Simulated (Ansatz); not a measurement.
Here is an Ansatz 0.2.0 calculation.

Contents of input.yaml:

```yaml
crystal:
  lattice:
    - [0.0, 2.31, 2.31]
    - [2.31, 0.0, 2.31]
    - [2.31, 2.31, 0.0]
  atoms:
    - { symbol: Hf, position: [0.5, 0.5, 0.5] }
    - { symbol: B, position: [0.0, 0.0, 0.0] }
hamiltonian:
  xc: pbe
  pseudopotentials: { kind: paw }
kpoints:
  mp_grid: { grid: [10, 10, 10] }
scf:
  occupations: { method: gaussian, width: 0.013 }
output:
  forces: true
  stress: true
  eigenvalues: true
  write_density: true
  write_potential: true
  elf: true
  volumetric_format: npy
```

Potentials or basis: Ansatz PAW.

Command:

```bash
$ ansatz run input.yaml --threads 2 --pin off --max-ram 5632MiB --backend cpu --events-out ev --progress --plain --runs-dir out
```

Problem. What does it give for the pressure?

Solution. 29.3 GPa.

Problem. What does it give for the band gap on the k mesh?

Solution. None (metal or under the smearing width).

Caveat: a pressure of tens of GPa on the cell as given is suspect, and the run, the potentials or the cell itself is likely at fault. The run has no spin-orbit coupling, so splittings on Hf are missing.
